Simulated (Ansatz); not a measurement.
**CH5AlO2 (SMILES C[Al](O)O): r2SCAN0/def2-SVP**

What is the electronic atomisation energy of CH5AlO2 at r2SCAN0/def2-SVP? 

The results are computed with Ansatz 0.2.0.

65 further runs of the same task are left out: 65 set aside as unsound or not needed.

## 1. Starting point

The species is CH5AlO2 (9 atoms), meant as a singlet with charge 0. SMILES: `C[Al](O)O`. Geometry: relaxed at PBE0-D4/def2-TZVP. This is one conformer, not always the lowest.

Bond lengths: C1–Al2 1.933 Å, Al2–O3 1.698 Å, Al2–O4 1.698 Å, C1–H5 1.093 Å, C1–H6 1.092 Å, C1–H7 1.094 Å, O3–H8 0.954 Å, O4–H9 0.955 Å. Some angles: C1–Al2–O3 118.6°, C1–Al2–O4 119.1°, O3–Al2–O4 122.3°, Al2–C1–H5 111.1°, Al2–C1–H6 111.7°, Al2–C1–H7 110.8°, Al2–O3–H8 125.6°, Al2–O4–H9 125.4°, H5–C1–H6 108.4°, H5–C1–H7 106.8°.

## 2. A single-point energy at r2SCAN0/def2-SVP

molecule.yaml

```yaml
crystal:
  periodic: [false, false, false]
  atoms:
    - {symbol: C, position_ang: [-0.025110, 1.109820, -1.034090]}
    - {symbol: Al, position_ang: [-0.001290, -0.302910, 0.285630]}
    - {symbol: O, position_ang: [0.957740, -1.672870, -0.006720]}
    - {symbol: O, position_ang: [-0.933740, -0.131550, 1.694140]}
    - {symbol: H, position_ang: [-0.226970, 0.712350, -2.032300]}
    - {symbol: H, position_ang: [-0.780650, 1.863510, -0.803740]}
    - {symbol: H, position_ang: [0.945840, 1.611200, -1.084700]}
    - {symbol: H, position_ang: [1.048330, -2.422320, 0.577320]}
    - {symbol: H, position_ang: [-0.984140, -0.767250, 2.404460]}
basis:
  gaussian:
    orbitals: def2-SVP
total_charge: 0
hamiltonian:
  xc: {name: r2SCAN0}
accuracy: high
output:
  orbitals: {seedname: orbitals}
```

Launch:

```
ansatz run molecule.yaml --threads 1 --pin off --max-ram 3480MiB --events-out events.jsonl --progress --plain --runs-dir runs
```

The program printed:

```text
Warning: RAYON_NUM_THREADS=1 ignored (pool sized by the plan → 1); use --threads N
Functional definition: r2SCAN0
  name "r2SCAN0"
  parameter a = 0.25
  parameter k0 = 0.174
  parameter k1 = 0.065
  parameter a1 = 4.9479
  exchange = (1 - a)*r2scan_x(k0 = k0, k1 = k1, a1 = a1) + a*exact_x
  correlation = r2scan_c
1886 factors; integrals over basis functions are off by at most 1.0e-8 eV
mean field evaluation 1: about -11791.0997 eV, gradient 7.7e1 eV
mean field evaluation 2: about -11783.5537 eV, gradient 9.9e1 eV
mean field evaluation 4: about -11802.2072 eV, gradient 2.7e0 eV
mean field evaluation 8: about -11802.3931 eV, gradient 1.4e-1 eV
mean field evaluation 16: about -11802.3932 eV, gradient 6.6e-6 eV
mean field -11802.39315290 eV, -433.7299484196 hartree, gradient 5.5e-8 eV, S^2 0.000000; 0 other end points of the search recorded, 0 dependent functions left out
reference -11802.39315360 eV, -433.7299484455 hartree; 20, 20 occupied and 65, 65 virtual orbitals, 1886 factors
Total energy: -11802.39315360 eV, -433.7299484455 hartree
```

Wall time 8.7 s (1 thread of AMD EPYC 9R14 (Zen 4), shared host); peak memory 0.34 GiB.

## 3. The Al atom, same level

in.yaml

```yaml
crystal:
  periodic: [false, false, false]
  atoms:
    - {symbol: Al, position_ang: [0.000000, 0.000000, 0.000000]}
basis:
  gaussian:
    orbitals: def2-SVP
total_charge: 0
magnetization:
  spin_polarized: true
  initial_magnetization: 1
hamiltonian:
  xc: {name: r2SCAN0}
accuracy: high
```

Launch:

```
ansatz run in.yaml --threads 1 --pin off --max-ram 3480MiB --events-out events.jsonl --progress --plain --runs-dir runs
```

The program printed (excerpt; [...] marks lines left out):

```text
Warning: RAYON_NUM_THREADS=1 ignored (pool sized by the plan → 1); use --threads N
[... 8 set-up lines as earlier in the session ...]
142 factors; integrals over basis functions are off by at most 1.6e-9 eV
mean field evaluation 1: about -6591.7499 eV, gradient 1.8e0 eV
mean field evaluation 2: about -6591.7999 eV, gradient 5.1e-1 eV
mean field evaluation 4: about -6591.8048 eV, gradient 2.0e-2 eV
mean field evaluation 8: about -6591.8048 eV, gradient 2.1e-5 eV
mean field evaluation 16: about -6591.8048 eV, gradient 1.8e-6 eV
mean field -6591.80476630 eV, -242.2443570757 hartree, gradient 2.8e-8 eV, S^2 0.755825; 0 other end points of the search recorded, 0 dependent functions left out
reference -6591.80476972 eV, -242.2443572014 hartree; 7, 6 occupied and 11, 12 virtual orbitals, 142 factors
Total energy: -6591.80476972 eV, -242.2443572014 hartree
```

Wall time 1.4 s (1 thread of AMD EPYC 9R14 (Zen 4), shared host); peak memory 0.15 GiB.

## 4. The C atom at the same level

run.yaml

```yaml
basis:
  gaussian:
    orbitals: def2-SVP
crystal:
  periodic: [false, false, false]
  atoms:
    - symbol: C
      position_ang: [0.000000, 0.000000, 0.000000]
magnetization:
  spin_polarized: true
  initial_magnetization: 2
hamiltonian:
  xc: {name: r2SCAN0}
accuracy: high
```

Run the same way, it converges to -37.78832 Eh (log not shown).

## 5. The H atom

molecule.yaml

```yaml
crystal:
  periodic: [false, false, false]
  atoms:
    - {symbol: H, position_ang: [0.000000, 0.000000, 0.000000]}
basis:
  gaussian:
    orbitals: def2-SVP
accuracy: high
hamiltonian:
  xc: {name: r2SCAN0}
magnetization:
  spin_polarized: true
  initial_magnetization: 1
```

Run the same way, it converges to -0.49923 Eh (log not shown).

## 6. The O atom

input.yaml

```yaml
basis:
  gaussian:
    orbitals: def2-SVP
crystal:
  periodic: [false, false, false]
  atoms:
    - {symbol: O, position_ang: [0.000000, 0.000000, 0.000000]}
magnetization:
  spin_polarized: true
  initial_magnetization: 2
hamiltonian:
  xc: {name: r2SCAN0}
accuracy: high
```

Run the same way, it converges to -74.96183 Eh (log not shown).

## 7. What came out

At r2SCAN0/def2-SVP:

| quantity | value |
| --- | --- |
| molecule: total energy | -433.72995 Eh |
| molecule: HOMO energy | -8.65 eV |
| molecule: LUMO energy | 0.56 eV |
| molecule: HOMO–LUMO gap | 9.21 eV |
| Al atom: total energy | -242.24436 Eh |
| Al atom: ⟨S²⟩ | 0.756 |
| C atom: total energy | -37.78832 Eh |
| C atom: ⟨S²⟩ | 2.005 |
| H atom: total energy | -0.49923 Eh |
| H atom: ⟨S²⟩ | 0.750 |
| O atom: total energy | -74.96183 Eh |
| O atom: ⟨S²⟩ | 2.004 |
| electronic atomisation energy | 34.762 eV |

In words: Taking the molecule apart into free atoms costs 34.76 eV (3354 kJ/mol), before zero-point energy and without spin-orbit coupling.
